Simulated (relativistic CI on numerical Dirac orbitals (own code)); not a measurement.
**Ga²⁺: one ion under different settings**

Aim: see what numerical and physical settings do to the SCF, the total energy and the lowest levels of Ga²⁺.

Method: Dirac-Coulomb-Breit CI, KLI orbitals optimised for each configuration, model QED (radiative potential, 1s self-energy scaled to tabulated hydrogen-like ionisation energies), numerical settings as typed. Code: relativistic CI on numerical Dirac orbitals (own code) version 3.

## 1. The system

- ion: Ga²⁺ (Ga III)
- nuclear charge: 31
- electrons: 29
- isotope: A = 69

## 2. Usual settings

Input settings:

```ini
atom Ga  Z=31  charge=2  electrons=29
nucleus A=69  rms_radius_fm=3.9973
hamiltonian dirac-coulomb  breit=on  qed=on  c_scale=1
orbitals kli  potential=per-configuration
slater_scale 1
correlation none
mixing on
grid step=0.0125 r_max=49.7
scf mixing=0.4 start=green max_iterations=150 tolerance=2e-08 node_fill=0.05
configurations
  [Ar] 3d10 4s
  [Ar] 3d10 4p
  [Ar] 3d10 4d
end
```

Command:

```console
> python run_levels.py task.json out
```

One command runs all members of the session, one after another, from task.json.

Main fields of the result record, rounded:

```text
{
  "status": "converged",
  "levels [i, E_cm, J2, conf, term, w_term, w_jj]": [
    [0, 0, 1, "4s", "2S", 1, 1],
    [1, 62252.424, 1, "4p", "2P*", 1, 1],
    [2, 63785.527, 3, "4p", "2P*", 1, 1],
    [3, 136104.41, 3, "4d", "2D", 1, 1],
    [4, 136227.44, 5, "4d", "2D", 1, 1]
  ],
  "total_energy [Ha]": -1940.2366606,
  "n_levels_all": 5,
  "overlap": 2.69297e-12,
  "scf_iterations": [12, 12, 12],
  "orbital_energies [Ha]": {"1s": -376.311, "2s": -47.1895, "2p1/2": -41.8591, "2p3/2": -40.8451, "3s": -6.41343, "3p1/2": -4.6849, "3p3/2": -4.55349, "3d3/2": -1.65283, "3d5/2": -1.63585, "4s": -1.09009},
  "configurations [conf, odd, states, E_av_Ha, breit_Ha, qed_Ha]": [
    ["4s", 0, 2, -1941.659837, 0.8509, 0.5723],
    ["4p", 1, 6, -1941.371078, 0.8508, 0.5719],
    ["4d", 0, 10, -1941.038565, 0.8505, 0.5719]
  ],
  "scf_steps of the first configuration [iteration, E_Ha, residual, outer_eigenvalue_Ha]": [
    [1, -1927.491245, 2.27, -2.014],
    [2, -1940.754986, 0.631, -1.403],
    [3, -1941.518172, 0.126, -1.163],
    [4, -1941.601058, 0.18, -1.153],
    [5, -1941.660136, 0.019, -1.096],
    [6, -1941.659224, 0.00592, -1.09],
    [7, -1941.659706, 0.00161, -1.09],
    [8, -1941.659841, 8.13e-05, -1.09],
    [9, -1941.659843, 8.91e-05, -1.09],
    [10, -1941.659837, 1.41e-06, -1.09],
    [11, -1941.659837, 5.24e-07, -1.09],
    [12, -1941.659837, 5.29e-09, -1.09]
  ]
}
```

It took 0.12 s on 1 thread, shared host.

## 3. Iteration limit 30

Settings: those of step 2 with these lines changed.

```diff
@@ -8,3 +8,3 @@
 grid step=0.0125 r_max=49.7
-scf mixing=0.4 start=green max_iterations=150 tolerance=2e-08 node_fill=0.05
+scf mixing=0.4 start=green max_iterations=30 tolerance=2e-08 node_fill=0.05
 configurations
```

Result record:

```text
{
  "status": "converged",
  "levels [i, E_cm, J2, conf, term, w_term]": [
    [0, 0, 1, "4s", "2S", 1],
    [1, 62252.424, 1, "4p", "2P*", 1],
    [2, 63785.527, 3, "4p", "2P*", 1],
    [3, 136104.41, 3, "4d", "2D", 1],
    [4, 136227.44, 5, "4d", "2D", 1]
  ],
  "total_energy [Ha]": -1940.2366606,
  "n_levels_all": 5,
  "overlap": 2.69297e-12,
  "scf_iterations": [12, 12, 12],
  "orbital_energies [Ha]": {"1s": -376.311, "2s": -47.1895, "2p1/2": -41.8591, "2p3/2": -40.8451, "3s": -6.41343, "3p1/2": -4.6849, "3p3/2": -4.55349, "3d3/2": -1.65283, "3d5/2": -1.63585, "4s": -1.09009},
  "configurations [conf, odd, states, E_av_Ha, breit_Ha, qed_Ha]": [
    ["4s", 0, 2, -1941.659837, 0.8509, 0.5723],
    ["4p", 1, 6, -1941.371078, 0.8508, 0.5719],
    ["4d", 0, 10, -1941.038565, 0.8505, 0.5719]
  ],
  "scf_steps of the first configuration [iteration, E_Ha, residual, outer_eigenvalue_Ha]": [
    [1, -1927.491245, 2.27, -2.014],
    [2, -1940.754986, 0.631, -1.403],
    [3, -1941.518172, 0.126, -1.163],
    [4, -1941.601058, 0.18, -1.153],
    [5, -1941.660136, 0.019, -1.096],
    [6, -1941.659224, 0.00592, -1.09],
    [7, -1941.659706, 0.00161, -1.09],
    [8, -1941.659841, 8.13e-05, -1.09],
    [9, -1941.659843, 8.91e-05, -1.09],
    [10, -1941.659837, 1.41e-06, -1.09],
    [11, -1941.659837, 5.24e-07, -1.09],
    [12, -1941.659837, 5.29e-09, -1.09]
  ]
}
```

Run time: 0.11 s. Hardware: 1 thread, shared host.

## 4. Nuclear radius 3.5976, speed-of-light factor 2

Input settings:

```ini
atom Ga  Z=31  charge=2  electrons=29
nucleus A=69  rms_radius_fm=3.5976
hamiltonian dirac-coulomb  breit=on  qed=on  c_scale=2
orbitals kli  potential=per-configuration
slater_scale 1
correlation none
mixing on
grid step=0.0125 r_max=49.7
scf mixing=0.4 start=green max_iterations=150 tolerance=2e-08 node_fill=0.05
configurations
  [Ar] 3d10 4s
  [Ar] 3d10 4p
  [Ar] 3d10 4d
end
```

Result record:

```text
{
  "status": "converged",
  "levels [i, E_cm, J2, conf, term, w_term]": [
    [0, 0, 1, "4s", "2S", 1],
    [1, 60969.758, 1, "4p", "2P*", 1],
    [2, 61344.405, 3, "4p", "2P*", 1],
    [3, 133475.49, 3, "4d", "2D", 1],
    [4, 133506.13, 5, "4d", "2D", 1]
  ],
  "total_energy [Ha]": -1926.4051241,
  "n_levels_all": 5,
  "overlap": 2.77455e-12,
  "scf_iterations": [12, 12, 12],
  "orbital_energies [Ha]": {"1s": -372.585, "2s": -46.3619, "2p1/2": -41.1551, "2p3/2": -40.9071, "3s": -6.27815, "3p1/2": -4.58431, "3p3/2": -4.55232, "3d3/2": -1.65872, "3d5/2": -1.65444, "4s": -1.07712},
  "configurations [conf, odd, states, E_av_Ha, breit_Ha, qed_Ha]": [
    ["4s", 0, 2, -1927.096422, 0.2105, 0.4808],
    ["4p", 1, 6, -1926.817166, 0.2105, 0.4805],
    ["4d", 0, 10, -1926.487768, 0.2104, 0.4805]
  ],
  "scf_steps of the first configuration [iteration, E_Ha, residual, outer_eigenvalue_Ha]": [
    [1, -1913.585331, 2.23, -1.974],
    [2, -1926.233128, 0.628, -1.384],
    [3, -1926.963389, 0.122, -1.149],
    [4, -1927.040661, 0.176, -1.137],
    [5, -1927.096725, 0.0154, -1.082],
    [6, -1927.095884, 0.00525, -1.077],
    [7, -1927.096318, 0.00127, -1.077],
    [8, -1927.096425, 6.28e-05, -1.077],
    [9, -1927.096427, 7.31e-05, -1.077],
    [10, -1927.096422, 4.45e-07, -1.077],
    [11, -1927.096422, 6.49e-07, -1.077],
    [12, -1927.096422, 5.83e-09, -1.077]
  ]
}
```

Run time: 0.11 s. Hardware: 1 thread, shared host.

With a scaled speed of light this is not the real ion; the QED potentials keep the true α and change only through the orbitals.

## 5. Node fill 0, speed-of-light factor 2

Input settings:

```ini
atom Ga  Z=31  charge=2  electrons=29
nucleus A=69  rms_radius_fm=3.9973
hamiltonian dirac-coulomb  breit=on  qed=on  c_scale=2
orbitals kli  potential=per-configuration
slater_scale 1
correlation none
mixing on
grid step=0.0125 r_max=49.7
scf mixing=0.4 start=green max_iterations=150 tolerance=2e-08 node_fill=0
configurations
  [Ar] 3d10 4s
  [Ar] 3d10 4p
  [Ar] 3d10 4d
end
```

Result record:

```text
{
  "status": "converged",
  "levels [i, E_cm, J2, conf, term, w_term]": [
    [0, 0, 1, "4s", "2S", 1],
    [1, 60982.196, 1, "4p", "2P*", 1],
    [2, 61352.955, 3, "4p", "2P*", 1],
    [3, 133515.98, 3, "4d", "2D", 1],
    [4, 133546.42, 5, "4d", "2D", 1]
  ],
  "total_energy [Ha]": -1926.4037793,
  "n_levels_all": 5,
  "overlap": 2.81693e-12,
  "scf_iterations": [12, 12, 12],
  "orbital_energies [Ha]": {"1s": -372.782, "2s": -46.4289, "2p1/2": -41.2315, "2p3/2": -40.9832, "3s": -6.29289, "3p1/2": -4.60002, "3p3/2": -4.56797, "3d3/2": -1.67331, "3d5/2": -1.669, "4s": -1.08106},
  "configurations [conf, odd, states, E_av_Ha, breit_Ha, qed_Ha]": [
    ["4s", 0, 2, -1927.095341, 0.2107, 0.4809],
    ["4p", 1, 6, -1926.816038, 0.2107, 0.4806],
    ["4d", 0, 10, -1926.486499, 0.2106, 0.4806]
  ],
  "scf_steps of the first configuration [iteration, E_Ha, residual, outer_eigenvalue_Ha]": [
    [1, -1913.583855, 2.22, -1.974],
    [2, -1926.194751, 0.626, -1.387],
    [3, -1926.977245, 0.12, -1.152],
    [4, -1927.028489, 0.174, -1.141],
    [5, -1927.094724, 0.0142, -1.086],
    [6, -1927.095224, 0.00503, -1.081],
    [7, -1927.095326, 0.00112, -1.081],
    [8, -1927.095342, 5.62e-05, -1.081],
    [9, -1927.095342, 6.84e-05, -1.081],
    [10, -1927.095341, 1.03e-06, -1.081],
    [11, -1927.095341, 6.31e-07, -1.081],
    [12, -1927.095341, 5.24e-09, -1.081]
  ]
}
```

Run time: 0.11 s. Hardware: 1 thread, shared host.

A changed speed of light describes a fictitious ion. The QED potentials keep the true α.

## 6. Tolerance 0.3

Input settings:

```ini
atom Ga  Z=31  charge=2  electrons=29
nucleus A=69  rms_radius_fm=3.9973
hamiltonian dirac-coulomb  breit=on  qed=on  c_scale=1
orbitals kli  potential=per-configuration
slater_scale 1
correlation none
mixing on
grid step=0.0125 r_max=49.7
scf mixing=0.4 start=green max_iterations=84 tolerance=0.3 node_fill=0.05
configurations
  [Ar] 3d10 4s
  [Ar] 3d10 4p
  [Ar] 3d10 4d
end
```

Result record:

```text
{
  "status": "converged",
  "levels [i, E_cm, J2, conf, term, w_term]": [
    [0, 0, 1, "4s", "2S", 1],
    [1, 59590.548, 1, "4p", "2P*", 1],
    [2, 61247.379, 3, "4p", "2P*", 1],
    [3, 126677.42, 3, "4d", "2D", 1],
    [4, 126791.99, 5, "4d", "2D", 1]
  ],
  "total_energy [Ha]": -1940.0910722,
  "n_levels_all": 5,
  "overlap": 2.25616e-12,
  "scf_iterations": [3, 3, 3],
  "orbital_energies [Ha]": {"1s": -377.94, "2s": -47.1215, "2p1/2": -41.9317, "2p3/2": -40.8989, "3s": -6.39962, "3p1/2": -4.68579, "3p3/2": -4.55683, "3d3/2": -1.63227, "3d5/2": -1.61664, "4s": -1.16262},
  "configurations [conf, odd, states, E_av_Ha, breit_Ha, qed_Ha]": [
    ["4s", 0, 2, -1941.518172, 0.8536, 0.5735],
    ["4p", 1, 6, -1941.241473, 0.8538, 0.5732],
    ["4d", 0, 10, -1940.940797, 0.854, 0.5732]
  ],
  "scf_steps of the first configuration [iteration, E_Ha, residual, outer_eigenvalue_Ha]": [
    [1, -1927.491245, 2.27, -2.014],
    [2, -1940.754986, 0.631, -1.403],
    [3, -1941.518172, 0.126, -1.163]
  ]
}
```

It took 0.073 s on 1 thread, shared host.

This setting is unsound; the numbers are not properties of the ion.

## 7. The runs side by side

| setting | total energy less usual (Ha) | largest shift of a level among the lowest eight of both runs, same label and place (cm⁻¹) | SCF iterations | time | lowest level | kind of change |
| --- | --- | --- | --- | --- | --- | --- |
| usual | 0 | 0 | 36 | 0.12 s | 4s 2S1/2 | - |
| iteration limit 30 | 0 | 0 | 36 | 0.11 s | 4s 2S1/2 | numerical |
| nuclear radius 3.5976, speed-of-light factor 2 | 13.8 | 2720 | 36 | 0.11 s | 4s 2S1/2 | unphysical constant |
| node fill 0, speed-of-light factor 2 | 13.8 | 2680 | 36 | 0.11 s | 4s 2S1/2 | unphysical constant |
| tolerance 0.3 | 0.146 | 9440 | 9 | 0.073 s | 4s 2S1/2 | unsound |

## 8. What came out

| quantity | value |
| --- | --- |
| lowest level, usual settings | 4s 2S1/2 |
| total energy | -1940.2367 Ha |
| first excitation | 62252 cm⁻¹ |

**Reading.** Among the runs whose levels can be followed, they move most under «tolerance 0.3» (unsound), by up to 9440 cm⁻¹. No visible change in the result comes from «iteration limit 30». Only the listed configurations are in the model. In a near-neutral ion this small CI can misplace whole configurations by 10,000 cm⁻¹ or more.
